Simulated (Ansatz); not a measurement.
Molecular dynamics of KBaYB₆O₁₂

Input:

```yaml
crystal:
  lattice:
    - [3.6215, 2.090874, 5.979756]
    - [-3.6215, 2.090874, 5.979756]
    - [0.0, -4.181748, 5.979756]
  atoms:
    - { symbol: K, position: [0.211095, 0.211095, 0.211095] }
    - { symbol: Ba, position: [0.791918, 0.791918, 0.791918] }
    - { symbol: "Y", position: [0.001177, 0.001177, 0.001177] }
    - { symbol: B, position: [0.247303, 0.366323, 0.633067] }
    - { symbol: B, position: [0.366323, 0.633067, 0.247303] }
    - { symbol: B, position: [0.633067, 0.247303, 0.366323] }
    - { symbol: B, position: [0.752174, 0.633088, 0.36683] }
    - { symbol: B, position: [0.633088, 0.36683, 0.752174] }
    - { symbol: B, position: [0.36683, 0.752174, 0.633088] }
    - { symbol: O, position: [0.326589, 0.82921, 0.082216] }
    - { symbol: O, position: [0.82921, 0.082216, 0.326589] }
    - { symbol: O, position: [0.082216, 0.326589, 0.82921] }
    - { symbol: O, position: [0.681825, 0.165167, 0.909707] }
    - { symbol: O, position: [0.165167, 0.909707, 0.681825] }
    - { symbol: O, position: [0.909707, 0.681825, 0.165167] }
    - { symbol: O, position: [0.46437, 0.20574, 0.581214] }
    - { symbol: O, position: [0.20574, 0.581214, 0.46437] }
    - { symbol: O, position: [0.581214, 0.46437, 0.20574] }
    - { symbol: O, position: [0.535446, 0.794985, 0.420556] }
    - { symbol: O, position: [0.794985, 0.420556, 0.535446] }
    - { symbol: O, position: [0.420556, 0.535446, 0.794985] }
basis:
  ecutwfc: 420.0
kpoints:
  mp_grid: { grid: [2, 2, 2] }
hamiltonian:
  xc: pbesol
scf:
  occupations: { method: fermi_dirac, width: 0.05 }
  lower_state_search: "off"
md:
  timestep: 1
  n_steps: 120
  ensemble: nvt_nose_hoover
  temperature: 1200.0
  initial_velocities: maxwell_boltzmann
  seed: 316333
  nose_hoover: { tau: 100.0, chain_length: 3 }
```

Run as:

```bash
$ ansatz run input.yaml --threads 1 --pin off --max-ram 3072MiB --backend cpu --events-out ev --progress --plain --runs-dir out
```

It starts from an unrelaxed structure (largest force component 0.33 eV/Å).

Output, in part (step lines):

```
md step     0: t =     0.00 fs  T =  1200.0 K  F+E_penalty+E_count = -18846.09751441 eV  E_kin = 3.102240 eV  conserved = -18842.99527444 eV  (9 SCF iters)
md step     1: t =     1.00 fs  T =  1170.5 K  F+E_penalty+E_count = -18846.02029893 eV  E_kin = 3.025962 eV  conserved = -18842.99433893 eV  (9 SCF iters)
md step     2: t =     2.00 fs  T =  1092.7 K  F+E_penalty+E_count = -18845.81678969 eV  E_kin = 2.824908 eV  conserved = -18842.99190255 eV  (9 SCF iters)
md step     3: t =     3.00 fs  T =   981.6 K  F+E_penalty+E_count = -18845.52600577 eV  E_kin = 2.537689 eV  conserved = -18842.98840385 eV  (8 SCF iters)
md step     4: t =     4.00 fs  T =   858.4 K  F+E_penalty+E_count = -18845.20346634 eV  E_kin = 2.219085 eV  conserved = -18842.98461372 eV  (8 SCF iters)
md step     5: t =     5.00 fs  T =   745.8 K  F+E_penalty+E_count = -18844.90894686 eV  E_kin = 1.927968 eV  conserved = -18842.98145465 eV  (5 SCF iters)
md step     6: t =     6.00 fs  T =   662.7 K  F+E_penalty+E_count = -18844.69216372 eV  E_kin = 1.713324 eV  conserved = -18842.97966607 eV  (4 SCF iters)
md step     7: t =     7.00 fs  T =   620.1 K  F+E_penalty+E_count = -18844.58139219 eV  E_kin = 1.603158 eV  conserved = -18842.97952751 eV  (4 SCF iters)
[... lines left out ...]
md step   120: t =   120.00 fs  T =   923.5 K  F+E_penalty+E_count = -18844.54647969 eV  E_kin = 2.387348 eV  conserved = -18842.98871679 eV  (9 SCF iters)
```

The steps, from the saved trajectory:

| time (fs) | T (K) | potential energy less start (eV) | conserved less start (meV/atom) |
| --- | --- | --- | --- |
| 0.0 | 1200 | 0.000 | 0.00 |
| 4.0 | 858 | 0.894 | 0.51 |
| 8.0 | 619 | 1.518 | 0.69 |
| 12.0 | 813 | 1.013 | 0.28 |
| 16.0 | 806 | 1.041 | 0.39 |
| 20.0 | 698 | 1.329 | 0.45 |
| 24.0 | 597 | 1.600 | 0.42 |
| 28.0 | 538 | 1.768 | 0.60 |
| 32.0 | 710 | 1.332 | 0.31 |
| 36.0 | 703 | 1.373 | 0.39 |
| 40.0 | 579 | 1.715 | 0.45 |
| 44.0 | 532 | 1.857 | 0.46 |
| 48.0 | 559 | 1.809 | 0.50 |
| 52.0 | 661 | 1.570 | 0.29 |
| 56.0 | 543 | 1.910 | 0.41 |
| 60.0 | 370 | 2.384 | 0.59 |
| 64.0 | 436 | 2.233 | 0.49 |
| 68.0 | 573 | 1.910 | 0.42 |
| 72.0 | 617 | 1.837 | 0.41 |
| 76.0 | 545 | 2.066 | 0.55 |
| 80.0 | 582 | 2.010 | 0.53 |
| 84.0 | 678 | 1.806 | 0.44 |
| 88.0 | 732 | 1.715 | 0.51 |
| 92.0 | 779 | 1.645 | 0.43 |
| 96.0 | 700 | 1.898 | 0.40 |
| 100.0 | 569 | 2.285 | 0.77 |
| 104.0 | 808 | 1.698 | 0.37 |
| 108.0 | 901 | 1.509 | 0.34 |
| 112.0 | 598 | 2.338 | 0.62 |
| 116.0 | 476 | 2.685 | 0.92 |
| 120.0 | 923 | 1.551 | 0.31 |

All steps were run. The conserved energy stayed within 0.98 meV per atom of its start (net change 0.31 meV per atom), so the integration is sound. The mean temperature of the second half is 47 % below the set value. A run of 0.12 ps of so small a system gives no equilibrium averages. Limits of this set-up: coarse k mesh.

Mean squared displacements from the first frame to the last, about the centre of mass: K 0.36 Å², Ba 0.07 Å², Y 0.00 Å², B 0.09 Å², O 0.13 Å².

Last frame:

```xyz
21
Lattice="3.6215 2.0909 5.9798 -3.6215 2.0909 5.9798 0.0000 -4.1817 5.9798" Properties=species:S:1:pos:R:3
K 0.190 0.393 4.198
Ba 0.146 0.059 13.995
Y -0.057 -0.010 0.039
B -0.438 -1.452 7.463
B -0.780 1.029 7.519
B 1.417 0.074 7.475
B -0.013 1.371 10.539
B 0.764 -0.929 10.789
B -1.622 -0.527 10.457
O -1.498 2.075 7.188
O 2.741 0.218 7.152
O -0.927 -2.729 7.463
O 1.741 -1.815 10.818
O -2.878 -0.826 10.415
O 0.347 2.633 10.473
O 0.993 -1.228 7.486
O -1.334 -0.366 7.532
O 0.590 1.151 7.698
O -1.210 0.777 10.170
O 1.077 0.358 10.921
O -0.589 -1.364 10.678
```

Time of the run: 14 min on 1 thread of Arm Neoverse V1, on a shared host, peak memory 0.68 GiB.
